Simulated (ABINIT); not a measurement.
Input of an ABINIT 10.8.3 (patched build) run:

File run.abi:

```
# Datasets: ground state, then fixed potential
ndtset 2

# Pseudopotentials
pp_dirpath "./"
pseudos "H.GGA_PBE-ansatz.xml, Pb.GGA_PBE-ansatz.xml, N.GGA_PBE-ansatz.xml, O.GGA_PBE-ansatz.xml"

# Structure
acell 3.857243867 4.3378635907 5.9843746639 Angstrom
rprim
     0.9999549245     0.0004614694    -0.0094834554
     0.0400035631     0.9991923235    -0.0037967999
     0.1266682055     0.1401533238     0.9819939977
ntypat 4
znucl 1 82 7 8
natom 7
typat 1 2 3 4 4 4 4
xred
     0.6151100000     0.8955900000     0.1984400000
     0.6459700000     0.4465100000     0.9168500000
     0.7147400000     0.2381000000     0.5005800000
     0.1695800000     0.4700700000     0.7776800000
     0.6291900000     0.9704500000     0.4984500000
     0.5642400000     0.9258300000     0.0384900000
     0.7802200000     0.4225000000     0.3195100000
chkprim 0
chksymtnons 0
tolsym 1.0e-6

# Plane-wave basis
ecut 19.0
pawecutdg 38.0
pawovlp -1

# Exchange and correlation
ixc 7

# Bands and occupations
occopt 3
tsmear 0.05 eV

# SCF cycle
nstep 100

# Output
iomode 3
prtwf 0
prteig 0
prtebands 0
enunit 1
prtden1 1

# Dataset 1
kptopt1 1
ngkpt1 5 4 4
nshiftk1 1
shiftk1 0.0 0.0 0.0
nband1 27
tolvrs1 1.0e-9

# Dataset 2: bands along X-G-Y
iscf2 -2
getden2 1
nband2 33
nbdbuf2 4
tolwfr2 1.0e-11
kptopt2 -2
ndivsm2 8
prteig2 1
prtvol2 -3
kptbounds2
     0.5000000000     0.0000000000     0.0000000000
     0.0000000000     0.0000000000     0.0000000000
     0.0000000000     0.5000000000     0.0000000000
```

Potentials or basis: Ansatz PAW PBE default generated set, frozen core.

Launch:

```bash
$ mpirun --bind-to none -np 4 abinit run.abi > log 2>&1
```

**Question.** Estimate the pressure.

**Answer.** -6.4 GPa.

**Question.** What does it give for the largest force?

**Answer.** 0.932 eV/Å.

**Question.** Estimate the band gap on the k mesh.

**Answer.** 0.27 eV, indirect (least direct gap 0.48 eV).

Stress tensor (GPa, compression positive):
```
-5.11 -0.77 -0.04
-0.77 -7.84  0.54
-0.04  0.54 -6.14
```

Caveat: the atomic spheres overlap; the PAW data sets were made with another functional, which shifts forces and pressure a little; spin-orbit coupling is left out, which as a rule narrows the gap of such compounds by several tenths of an eV. Expect the measured gap to be larger: semilocal functionals such as LDA lack the derivative discontinuity.
